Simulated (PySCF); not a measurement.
**UCCSDT/STO-3G run of BHBr (SMILES [BH]Br)**

What is the vertical ionisation energy of BHBr at UCCSDT/STO-3G? 

The results are computed with PySCF 2.14.0.

14 further runs of the same task are left out: 4 that didn't finish, 10 set aside as unsound or not needed.

**1. The structure to begin with**

The species is BHBr (3 atoms), meant as a doublet with charge 0. SMILES: `[BH]Br`. The coordinates come from a PBE0-D4/def2-TZVP relaxation.

Bond lengths: B1–Br2 1.868 Å, B1–H3 1.193 Å. Angles: Br2–B1–H3 123.6°.

**2. The energy at UCCSDT/STO-3G**

calc.py

```python
from pyscf import gto, cc

mol = gto.Mole()
mol.atom = '''
B     -0.178579    -0.988327    -0.218641
Br     2.231767     1.064294     1.341328
H     -2.073785    -0.198421    -1.147631
'''
mol.unit = 'bohr'
mol.spin = 1
mol.verbose = 4
mol.basis = 'sto-3g'
mol.max_memory = 1860
mol.charge = 0
mol.build()

calc0 = mol.UHF()
calc0.conv_tol = 1e-10
calc0.kernel()
if not calc0.converged:
    calc0 = calc0.newton().run(calc0.mo_coeff, calc0.mo_occ)

mycc = cc.CCSDT(calc0, frozen=10)
mycc.kernel()
energy = mycc.e_tot
print(f'total energy: {energy:.8f} hartree')
```

Command:

```bash
OMP_NUM_THREADS=1 python calc.py
```

The program printed:

```text
PySCF version 2.14.0

[INPUT] num. atoms = 3
[INPUT] num. electrons = 41
[INPUT] charge = 0
[INPUT] spin (= nelec alpha-beta = 2S) = 1
[INPUT] symmetry False subgroup None
[INPUT] Mole.unit = bohr
[INPUT] Symbol           X                Y                Z      unit          X                Y                Z       unit  Magmom
[INPUT]  1 B     -0.094499937149  -0.523000125337  -0.115699834573 AA   -0.178579000000  -0.988327000000  -0.218641000000 Bohr   0.0
[INPUT]  2 Br     1.181000236483   0.563200130519   0.709800209969 AA    2.231767000000   1.064294000000   1.341328000000 Bohr   0.0
[INPUT]  3 H     -1.097399762348  -0.104999871368  -0.607300171745 AA   -2.073785000000  -0.198421000000  -1.147631000000 Bohr   0.0

nuclear repulsion = 58.6237201454069
number of shells = 12
number of NR pGTOs = 72
number of NR cGTOs = 24
basis = sto-3g
ecp = {}

[... 65 lines left out ...]
converged SCF energy = -2569.5617760797  <S^2> = 0.75357332  2S+1 = 2.0035701
[... 17 lines left out ...]
WARN: A large `blksize_v_aaa` is being used, which may cause large memory consumption
[... 3 lines left out ...]
WARN: A large `blksize_v_aab` is being used, which may cause large memory consumption
[... 10 lines left out ...]
Init t2, MP2 energy = -0.0335518911920136
[... 18 lines left out ...]
UCCSDT converged
[... 3 lines left out ...]
total energy: -2569.61019065 hartree
```

Wall time 5.1 s (1 thread of Arm Neoverse N1, shared host); peak memory 0.12 GiB.

**3. The singlet cation**

mol.xyz

```xyz
3
BBrH
B     -0.094500    -0.523000    -0.115700
Br     1.181000     0.563200     0.709800
H     -1.097400    -0.105000    -0.607300
```

input.py

```python
from pyscf import gto, cc

mol = gto.Mole()
mol.atom = 'mol.xyz'
mol.charge = 1
mol.verbose = 3
mol.max_memory = 1860
mol.basis = 'sto-3g'
mol.spin = 0
mol.build()

hf = mol.RHF()
hf.conv_tol = 1e-10
hf.kernel()
if not hf.converged:
    hf = hf.newton().run(hf.mo_coeff, hf.mo_occ)

mycc = cc.CCSDT(hf, frozen=10)
mycc.kernel()
e_final = mycc.e_tot
print('Final energy', e_final)
```

Command:

```bash
OMP_NUM_THREADS=1 python input.py
```

The program printed:

```text
converged SCF energy = -2569.31017813953
_make_eris_incore_RCCSDT

WARN: A large `blksize` is being used, which may cause large memory consumption
      for storing contraction intermediates. If memory is sufficient, consider using
      `pyscf.cc.rccsdt_highm.RCCSDT` instead.

RCCSDT converged
E(RCCSDT) = -2569.401484647936   E_corr = -0.09130650840565747
E_corr(same-spin) = -0.0156232533164982
E_corr(oppo-spin) = -0.0756832550891593
Final energy -2569.4014846479363
```

Wall time 3.3 s (1 thread of Arm Neoverse N1, shared host); peak memory 0.12 GiB.

**4. What came out**

At UCCSDT/STO-3G, 10 core orbitals frozen:

| quantity | value |
| --- | --- |
| doublet BHBr: total energy | -2569.61019 Eh |
| doublet BHBr: dipole moment (Hartree–Fock density) | 0.93 D |
| doublet BHBr: HOMO energy (Hartree–Fock orbitals) (highest over α and β) | -7.23 eV |
| doublet BHBr: LUMO energy (Hartree–Fock orbitals) (lowest over α and β) | 5.88 eV |
| doublet BHBr: correlation energy (10 core orbitals frozen) | -48.4 mEh |
| doublet BHBr: ⟨S²⟩ of the reference determinant | 0.754 |
| doublet BHBr: T1 diagnostic | 0.013 |
| singlet cation: total energy | -2569.40148 Eh |
| singlet cation: HOMO energy (Hartree–Fock orbitals) | -17.71 eV |
| singlet cation: LUMO energy (Hartree–Fock orbitals) | -5.62 eV |
| singlet cation: HOMO–LUMO gap (Hartree–Fock orbitals) | 12.09 eV |
| singlet cation: correlation energy (10 core orbitals frozen) | -91.3 mEh |
| singlet cation: T1 diagnostic | 0.033 |
| vertical ionisation energy (to the singlet cation) | 5.679 eV |

**Reading.** The vertical ionisation energy comes to 5.68 eV (548 kJ/mol). Only the singlet of the ionised species was computed; a triplet could lie lower. In a minimal basis such a difference can be off by several eV, whatever the method. The T1 diagnostic (singlet cation) of 0.033 is above the customary mark for such species, so a single reference may not serve.
